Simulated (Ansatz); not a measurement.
Predict the output of the script below (Ansatz's Python interface).

`torsion_bh5o2si.py`:
```python
'''Energy of BH5O2Si as one group turns about a bond.'''

import ansatz as az
from ase import Atoms

atoms = Atoms(['O', 'B', 'O', 'Si', 'H', 'H', 'H', 'H', 'H'], positions=[
    (-1.8729, -0.2043, 1.0151),
    (-1.238, 0.3639, -0.1749),
    (-0.4398, -0.5136, -1.0114),
    (1.2716, -0.3306, -0.4045),
    (-1.2941, -0.0025, 1.7361),
    (-1.4122, 1.5036, -0.5064),
    (1.6626, 1.0615, -0.5134),
    (1.3063, -0.7571, 0.9977),
    (2.105, -1.1672, -1.1554),
])

# relax first, so that the scan starts from a minimum
first = (
    az.Crystal.molecule_from_ase(atoms).calculation()
    .basis(gaussian='def2-SVP')
    .functional('cam_b3lyp')
    .relax(force_tolerance=0.02, max_steps=80)
)
atoms.positions = first.run(threads=1, pin='off').report['positions_ang']

start = atoms.get_dihedral(2, 1, 0, 4)
energies = {}
for turn in range(0, 360, 30):
    turned = atoms.copy()
    turned.set_dihedral(2, 1, 0, 4, start + turn, indices=[0, 4])
    job = (
        az.Crystal.molecule_from_ase(turned).calculation()
        .basis(gaussian='def2-SVP')
        .functional('cam_b3lyp')
    )
    energies[round((start + turn) % 360)] = job.run(threads=1, pin='off').report['free_energy_ev']
floor = min(energies.values())
print('dihedral O2-B1-O0-H4 (deg)   E - E(min) (kcal/mol)')
for angle, e in sorted(energies.items()):
    print(f'{angle:8d} {23.060548 * (e - floor):14.3f}  ' + '#' * int(30 * (e - floor) / max(max(energies.values()) - floor, 1e-9)))
```

Running `python torsion_bh5o2si.py` prints:
```text
dihedral O2-B1-O0-H4 (deg)   E - E(min) (kcal/mol)
      30          2.861  #######
      60          8.755  ######################
      90         11.797  #############################
     120          8.865  ######################
     150          3.459  ########
     180          0.931  ##
     210          3.449  ########
     240          8.855  ######################
     270         11.798  ##############################
     300          8.768  ######################
     330          2.873  #######
     360          0.000
```

The scan is rigid and the energies are electronic, in a modest basis. With rigid groups the curve can differ much from the relaxed path, the start wasn't checked as a minimum of this torsion, and equivalent turns needn't return to the same energy. Timing: 49 s on 1 thread of Intel(R) Xeon(R) 6975P-C (Granite Rapids), with other jobs on the host, peak memory 0.26 GiB.
